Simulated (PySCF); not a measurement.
# C6H10O (cyclopentanecarbaldehyde): the cost of one run

Programs: PySCF 2.14.0, with routines of our own; each step states its level. All values are computed. Atoms count from 0.

### 1 The starting structure

17 atoms, charge 0, multiplicity 1; geometry from: GFN2-xTB.

### 2 Geometry optimisation at PBE0-D3(BJ)/def2-SVP

Job settings and geometry (Å):

```
{"job": {"xc": "PBE0", "basis": "def2-SVP", "d3": "d3bj", "grid": 2, "kind": "geom"}, "charge": 0, "multiplicity": 1}
O      2.511059    -1.246110     0.552386
C      2.112197    -0.156723     0.254035
C      0.842826     0.153455    -0.490418
C     -0.069603    -1.072244    -0.664767
C     -1.261837    -0.813306     0.255751
C     -1.424234     0.702414     0.199175
C      0.014396     1.209200     0.278310
H      2.684603     0.754291     0.526885
H      1.151718     0.553210    -1.461472
H      0.464728    -1.984643    -0.402473
H     -0.403092    -1.153479    -1.699325
H     -1.021600    -1.120273     1.274611
H     -2.156826    -1.344395    -0.063275
H     -2.044919     1.092782     1.004090
H     -1.870645     0.990308    -0.753919
H      0.334898     1.240257     1.321679
H      0.129332     2.207285    -0.141182
```

The run is started by

```
$ OMP_NUM_THREADS=1 python excited_run.py task.json out
```

The driver reads the jobs from task.json and runs them one after another.

**Question.** How long does this first job take on 1 thread of Arm Neoverse V2, shared host, and how much memory does it need?

About 34 s, with a peak of 0.73 GiB.
